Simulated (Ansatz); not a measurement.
**CH7AlInNS: a ladder of functionals and wavefunction methods**

An exercise on one series of results from a longer session: the logs are not shown, and one member is left open.

Program: Ansatz 0.2.0, Gaussian basis. Level of theory: functionals in def2-TZVPP, the program's frozen cores in correlated methods. These are calculated values, not measurements.

The runs, in order: LDA (SPW92), PBE-D4, revPBE-D4, BLYP-D4, r2SCAN-D4, B97M-V, PBE0-D4, B3LYP-D4, r2SCANh-D4, r2SCAN0-D4, HSE06-D4, BHLYP-D4, CAM-B3LYP-D4, LC-ωPBE, ωB97X-V, ωB97M-V, B2PLYP, PBE-QIDH; CCSD(T)/def2-SVP; MP2/def2-TZVPP; MP2/def2-QZVPP; RPA on PBE.

## The relaxed structure

All runs share one geometry, relaxed beforehand with PBE0-D4 in a triple-zeta def2 set. In takes the def2 core potential; no spin-orbit term is included.

12 atoms, charge 0, spin multiplicity 1.

Atoms are counted from 1 here; the program's logs count them from 0.

Bond lengths: N1–C2 1.530 Å, N1–Al3 1.965 Å, N1–H6 1.013 Å, N1–H7 1.015 Å, C2–Al3 1.983 Å, C2–S4 1.758 Å, C2–In5 2.132 Å, Al3–H8 1.590 Å, Al3–H9 1.585 Å, S4–H10 1.353 Å, In5–H11 1.729 Å, In5–H12 1.711 Å. Angles: C2–N1–Al3 67.8°, C2–N1–H6 114.6°, C2–N1–H7 110.9°, Al3–N1–H6 125.6°, Al3–N1–H7 120.1°, H6–N1–H7 109.5°, N1–C2–Al3 66.6°, N1–C2–S4 113.8°, N1–C2–In5 117.1°, Al3–C2–S4 122.5°, Al3–C2–In5 108.6°, S4–C2–In5 118.1°, N1–Al3–C2 45.6°, N1–Al3–H8 112.0°, N1–Al3–H9 112.2°, C2–Al3–H8 116.7°, C2–Al3–H9 116.8°, H8–Al3–H9 125.5° and more.

Geometry (Å):

```xyz
12
charge 0, multiplicity 1
N    -1.1723   -0.3454    0.5651
C    -0.1500    0.0369   -0.5070
Al    0.6071   -1.0894    0.9388
S    -0.5225   -0.5986   -2.1031
In    0.7142    1.9817   -0.3757
H    -1.5952    0.4412    1.0438
H    -1.8996   -0.9369    0.1771
H     1.3311   -0.3293    2.1334
H     0.6718   -2.6496    0.6685
H    -0.0718   -1.8698   -1.9994
H     0.1325    2.9513    0.9323
H     1.9547    2.4079   -1.4738
```

The first run:

File in.yaml:

```yaml
crystal:
  periodic: [false, false, false]
  atoms:
    - {symbol: N, position_ang: [-1.172290, -0.345428, 0.565079]}
    - {symbol: C, position_ang: [-0.150008, 0.036923, -0.506974]}
    - {symbol: Al, position_ang: [0.607122, -1.089418, 0.938816]}
    - {symbol: S, position_ang: [-0.522529, -0.598627, -2.103126]}
    - {symbol: In, position_ang: [0.714201, 1.981709, -0.375702]}
    - {symbol: H, position_ang: [-1.595158, 0.441207, 1.043829]}
    - {symbol: H, position_ang: [-1.899630, -0.936921, 0.177115]}
    - {symbol: H, position_ang: [1.331071, -0.329300, 2.133390]}
    - {symbol: H, position_ang: [0.671800, -2.649600, 0.668495]}
    - {symbol: H, position_ang: [-0.071789, -1.869772, -1.999423]}
    - {symbol: H, position_ang: [0.132482, 2.951274, 0.932282]}
    - {symbol: H, position_ang: [1.954728, 2.407942, -1.473781]}
basis:
  gaussian: {orbitals: def2-TZVPP}
hamiltonian: {xc: lda}
output: {orbitals: {seedname: orbitals}}
```

Command:

```bash
$ ansatz run in.yaml --threads 4 --pin off --events-out ev --progress --plain --max-ram 10444MiB
```

Steps of the session up to this table: LDA; PBE-D4 (GGA); revPBE-D4 (GGA); BLYP-D4 (GGA); r2SCAN-D4 (meta-GGA); B97M-V (meta-GGA); PBE0-D4 (hybrid); B3LYP-D4 (hybrid); r2SCANh-D4 (hybrid); r2SCAN0-D4 (hybrid); HSE06-D4 (hybrid); BHLYP-D4 (hybrid); CAM-B3LYP-D4 (range-separated); LC-ωPBE (range-separated); ωB97X-V (range-separated); ωB97M-V (range-separated); B2PLYP (double hybrid); PBE-QIDH (double hybrid).

One of the session's tables, all rows but one given; the rest of the session is left out.

It belongs to the step «Frontier levels by functional». 

| functional | HOMO (eV) | LUMO (eV) | gap (eV) |
| --- | --- | --- | --- |
| LDA (SPW92) | ? | ? | ? |
| PBE-D4 | -5.41 | -2.28 | 3.13 |
| revPBE-D4 | -5.35 | -2.16 | 3.19 |
| BLYP-D4 | -5.28 | -2.23 | 3.05 |
| r2SCAN-D4 | -5.58 | -2.04 | 3.54 |
| B97M-V | -5.68 | -2.31 | 3.37 |
| PBE0-D4 | -6.45 | -1.58 | 4.87 |
| B3LYP-D4 | -6.27 | -1.83 | 4.43 |
| r2SCANh-D4 | -5.97 | -1.79 | 4.18 |
| r2SCAN0-D4 | -6.57 | -1.43 | 5.14 |
| HSE06-D4 | -6.06 | -1.93 | 4.12 |
| BHLYP-D4 | -7.41 | -0.93 | 6.48 |
| CAM-B3LYP-D4 | -7.70 | -0.78 | 6.92 |
| LC-ωPBE | -8.98 | 0.29 | 9.27 |
| ωB97X-V | -8.66 | 0.15 | 8.81 |
| ωB97M-V | -8.54 | -0.14 | 8.41 |

Estimate the missing values for LDA (SPW92).

**Answer.** HOMO (eV): -5.56; LUMO (eV): -2.54; gap (eV): 3.02. In the column «HOMO (eV)» it lies between r2SCAN-D4 (-5.58) and PBE-D4 (-5.41).
